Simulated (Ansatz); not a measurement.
# EuZn2Sb2: the cost of one run

Program: Ansatz 0.2.0. Level of theory: DFT LDA, scalar-relativistic, plane waves, PAW. These are calculated values, not measurements.

## (1) Starting point

The structure is trigonal, space group P-3m1 (No. 164). Conventional cell: a = 4.485 Å, b = 4.485 Å, c = 7.593 Å, α = 90.00°, β = 90.00°, γ = 120.00°. Eu (site symmetry -3m) is surrounded by 6 Sb at 3.28 Å. Zn (site symmetry 3m) is surrounded by 4 Sb at 2.70 to 2.79 Å. Around Sb (site symmetry 3m) lie 4 Zn at 2.70 to 2.79 Å.

Structure file:

```
CELL_PARAMETERS angstrom
4.48500 0.00000 0.00000
-2.24250 3.88412 0.00000
0.00000 0.00000 7.59300
ATOMIC_POSITIONS crystal
Eu 0.00000 0.00000 0.00000
Zn 0.33333 0.66667 0.63300
Zn 0.66667 0.33333 0.36700
Sb 0.33333 0.66667 0.26500
Sb 0.66667 0.33333 0.73500
```

## (2) Relaxing cell and atoms: EuZn2Sb2, moments +

input.yaml reads:

```yaml
crystal:
  lattice:
    - [4.485, 0.0, 0.0]
    - [-2.2425, 3.884123936, 0.0]
    - [0.0, 0.0, 7.593]
  atoms:
    - { symbol: Eu, position: [0.0, 0.0, 0.0], spin: 7.0 }
    - { symbol: Zn, position: [0.3333333333, 0.6666666667, 0.633] }
    - { symbol: Zn, position: [0.6666666667, 0.3333333333, 0.367] }
    - { symbol: Sb, position: [0.3333333333, 0.6666666667, 0.265] }
    - { symbol: Sb, position: [0.6666666667, 0.3333333333, 0.735] }
magnetization:
  spin_polarized: true
scf:
  occupations: { method: gaussian, width: 0.05 }
output:
  forces: true
  stress: true
  eigenvalues: true
  populations: true
  write_density: true
  write_potential: true
  elf: true
  volumetric_format: npy
kpoints:
  mp_grid: { grid: [9, 9, 6] }
hamiltonian:
  xc: lda
relax:
  f_tol: 0.005
  max_steps: 60
  cell: { stress_tol: 0.03 }
```

On the command line:

```bash
$ ansatz run input.yaml --threads 2 --pin off --max-ram 6144MiB --backend cpu --events-out ev --progress --plain --runs-dir out
```

Q: Estimate wall time and peak memory on 2 threads of Intel Xeon 6975P-C (Granite Rapids), shared host.

About 3.1 min, with a peak of 0.86 GiB.
